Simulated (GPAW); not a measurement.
## MgB in GPAW: the effect of functional

Crystal: MgB.

```
Mg B
1.0
     2.89515    0.00000    0.00000
     0.00000    2.89515    0.00000
     0.00000    0.00000    2.89515
Mg B
1 1
Direct
  0.00000 0.00000 0.00000
  0.50000 0.50000 0.50000
```

The cell was built by a generator and needn't be a form met in nature.

Alike in all runs:

| Quantity | Value |
| --- | --- |
| Program | GPAW 26.7.0 |
| Task | relaxation of cell and atoms |
| Cutoff | 800 eV |
| Basis | pw |
| k mesh | 9 × 9 × 9 |
| Occupations | fermi-dirac, width 0.05 eV |
| Spin | no spin polarisation |

Each run relaxes the cell or the atoms first.

```csv
functional,potentials or basis,relaxed volume (Å³/atom)
LDA,the program's PAW data sets (release 1.2.1) made for this functional,?
PBE,GPAW PAW data sets (gpaw-data 1.2.1),12.13
BLYP,PAW data sets generated in the run's folder for this functional,12.48
AM05,PAW data sets generated in the run's folder for this functional,11.82
RPBE,the program's PAW data sets (release 1.2.1) made for this functional,12.50
r2SCAN,GPAW PAW data sets (gpaw-data 1.2.1),12.04
PW91,PAW data sets generated in the run's folder for this functional,12.13
PBEsol,PAW data sets generated in the run's folder for this functional,11.86
revPBE,the program's PAW data sets (release 1.2.1) made for this functional,12.43
```

Q: What does the run with functional LDA give?

A: Relaxed volume 11.41 Å³/atom.

Caveats: later steps reuse the first step's grids; the relaxation stopped at its first step, so nothing moved (some runs); the PAW data sets were made with another functional, which shifts forces and pressure a little (some runs).
